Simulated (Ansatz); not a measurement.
# ClW: the cost of one run

Program: Ansatz 0.2.0, Gaussian basis. Level of theory: the settings change from run to run. These are calculated values, not measurements.

49 further runs of the same task are left out: 17 for a known fault of the program, 1 for a mislabelled method, 24 that didn't finish, 7 set aside as unsound or not needed.

## (1) What is computed

The geometry derives from a PBE0/def2-TZVP stationary point (not a proven minimum). One bond is set to the value named and the two fragments are kept rigid. No spin-orbit coupling is included. Elements past krypton take def2 core potentials.

2 atoms, charge 0, spin multiplicity 2.

Atoms are counted from 1 here; the program's logs count them from 0.

Bond lengths: W1–Cl2 1.752 Å.

## (2) CCSD/def2-SVPD

in.yaml reads:

```yaml
crystal:
  periodic: [false, false, false]
  atoms:
    - {symbol: W, position_ang: [0.000000, 0.000000, 0.000000]}
    - {symbol: Cl, position_ang: [0.000000, 0.000000, 1.752000]}
basis:
  gaussian: {orbitals: def2-SVPD}
magnetization: {spin_polarized: false, initial_magnetization: 1}
hamiltonian: {xc: {name: PBE}}
correlation: {method: ccsd, electrons: outside_noble_gas}
output: {forces: true}
```

Started as:

```sh
$ ansatz run in.yaml --threads 1 --pin off --events-out ev --progress --plain --max-ram 2393MiB
```

Q: Estimate wall time and peak memory on 1 thread of Arm Neoverse V2, shared host.

About 78 s, with a peak of 0.29 GiB.
